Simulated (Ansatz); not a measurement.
**CH5AlOS: up Jacob's ladder to CCSD(T)**

How much do the methods differ for CH5AlOS? The plan is to run it at one geometry with functionals of several rungs and with coupled cluster, and see how far each lands from CCSD(T) at the basis-set limit for the atomisation energy.

Computed with Ansatz 0.2.0, Gaussian basis. Level: functionals in def2-TZVPP, the program's frozen cores in correlated methods.

The runs, in order: LDA (SPW92), PBE-D4, revPBE-D4, BLYP-D4, r2SCAN-D4, B97M-V, PBE0-D4, B3LYP-D4, r2SCANh-D4, r2SCAN0-D4, HSE06-D4, BHLYP-D4, CAM-B3LYP-D4, LC-ωPBE, ωB97X-V, ωB97M-V, B2PLYP, PBE-QIDH; CCSD(T)/def2-SVP; CCSD(T)/def2-TZVPP; MP2/def2-QZVPP; extrapolation to the limit; RPA on PBE.

**1. Structure used throughout**

All runs share one geometry, relaxed beforehand with PBE0-D4 in a triple-zeta def2 set.

SMILES `[CH3][Al]([OH])[SH]`, 9 atoms, charge 0, spin multiplicity 1.

Atoms are counted from 1 here; the program's logs count them from 0.

Bond lengths: C1–Al2 1.937 Å, C1–H5 1.094 Å, C1–H6 1.094 Å, C1–H7 1.092 Å, Al2–O3 1.694 Å, Al2–S4 2.192 Å, O3–H8 0.955 Å, S4–H9 1.344 Å. Angles: Al2–C1–H5 111.2°, Al2–C1–H6 111.3°, Al2–C1–H7 111.0°, H5–C1–H6 107.0°, H5–C1–H7 108.1°, H6–C1–H7 108.1°, C1–Al2–O3 119.7°, C1–Al2–S4 123.0°, O3–Al2–S4 117.4°, Al2–O3–H8 124.5°, Al2–S4–H9 92.9°.

**2. LDA**

This LDA is Slater exchange with PW92 correlation.

Input file in.yaml:

```yaml
crystal:
  periodic: [false, false, false]
  atoms:
    - {symbol: C, position_ang: [-0.068084, 0.820436, -1.117766]}
    - {symbol: Al, position_ang: [0.233067, -0.407838, 0.349640]}
    - {symbol: O, position_ang: [1.608148, -1.396475, 0.346431]}
    - {symbol: S, position_ang: [-1.137488, -0.593421, 2.050324]}
    - {symbol: H, position_ang: [-1.009191, 0.601811, -1.630474]}
    - {symbol: H, position_ang: [-0.128446, 1.853779, -0.764417]}
    - {symbol: H, position_ang: [0.739435, 0.758951, -1.850733]}
    - {symbol: H, position_ang: [1.824131, -2.025531, 1.032052]}
    - {symbol: H, position_ang: [-1.973172, 0.341988, 1.567844]}
basis:
  gaussian: {orbitals: def2-TZVPP}
hamiltonian: {xc: lda}
output: {orbitals: {seedname: orbitals}}
```

Further steps of the session: PBE-D4 (GGA); revPBE-D4 (GGA); BLYP-D4 (GGA); r2SCAN-D4 (meta-GGA); B97M-V (meta-GGA); PBE0-D4 (hybrid); B3LYP-D4 (hybrid); r2SCANh-D4 (hybrid); r2SCAN0-D4 (hybrid); HSE06-D4 (hybrid); BHLYP-D4 (hybrid); CAM-B3LYP-D4 (range-separated); LC-ωPBE-D4 (range-separated); ωB97X-V (range-separated); ωB97M-V (range-separated); B2PLYP (double hybrid); PBE-QIDH (double hybrid); CCSD(T) in def2-SVP; CCSD(T) in def2-TZVPP; MP2 in def2-QZVPP; RPA on PBE orbitals.

**Question.** What will the summary of the whole plan be? Wanted: atomisation energy, CCSD(T)/CBS; farthest beyond LDA; mean size of error, GGA; mean size of error, meta-GGA; mean size of error, hybrid; mean size of error, range-separated; mean size of error, double hybrid; gap, smallest and largest; T1 diagnostic.

**Answer**, as computed:

| quantity | value |
| --- | --- |
| atomisation energy, CCSD(T)/CBS | 3230.3 kJ/mol |
| functionals within 16.2 kJ/mol (0.5 %) | PBE-D4, r2SCAN-D4, B97M-V, CAM-B3LYP-D4, ωB97X-V, ωB97M-V |
| farthest beyond LDA | BHLYP-D4 (-111.8 kJ/mol) |
| mean size of error, GGA | 38.6 kJ/mol |
| mean size of error, meta-GGA | 4.6 kJ/mol |
| mean size of error, hybrid | 45.4 kJ/mol |
| mean size of error, range-separated | 14.2 kJ/mol |
| mean size of error, double hybrid | 47.8 kJ/mol |
| gap, smallest and largest | 5.25 eV (BLYP-D4), 12.29 eV (LC-ωPBE) |
| T1 diagnostic | 0.0113 |
| triples share of the correlation energy | 3.7 % |

**Reading.** LDA overbinds by 403.5 kJ/mol (12 %). PBE-D4 misses by +15.0 kJ/mol. Double hybrids carry the basis error of their MP2 part in triple zeta, and no dispersion term here, so their miss is partly the set-up's. The rungs meta-GGA, range-separated miss on average by less than the doubt on the reference (16.2 kJ/mol), so they tie. The reference freezes the cores and leaves out relativity and excitations past (T), so misses under about 16.2 kJ/mol can't be ranked. Hartree-Fock recovers 73 % of the binding; the rest is correlation. CCSD(T) in def2-SVP is off by -218.3 kJ/mol, so the small basis spoils what the method gains. Orbital gaps span 5.3 to 12.3 eV; exact exchange widens them.
